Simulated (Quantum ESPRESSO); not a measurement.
Runs of Quantum ESPRESSO 7.5 on Zr. The cell holds a slab with vacuum, 5 atoms: a = 3.232 Å, b = 3.232 Å, c = 25.294 Å, α = 90.00°, β = 90.00°, γ = 120.00°. The slab is cut from a database's or a generator's crystal, which needn't be the stable form of the element.

```tsv
smearing	gap on the mesh (eV)	largest force (eV/Å)	work function (eV)
fermi-dirac 0.1 eV	none	0.60	4.20
fermi-dirac 0.05 eV	none	0.64	4.22
fermi-dirac 0.01 eV	none	(b)	4.20
fermi-dirac 0.2 eV	none	0.49	4.18
fermi-dirac 0.025 eV	none	0.64	(a)
```

Alike in all rows: task work function; level PBE; potentials or basis PseudoDojo 0.4.1 SR PBE standard; no spin polarisation; cell as given; k mesh 9 × 9 × 1; cutoff (eV) 898.

Problem. Fill in the values left out.

Solution. (a) 4.21; (b) 0.62.

A k mesh can miss the band edges, and the runs leave out spin-orbit coupling on Zr.

A gap of «none» marks a metal or a gap under the smearing width.

Not every run made on this cell is shown here.
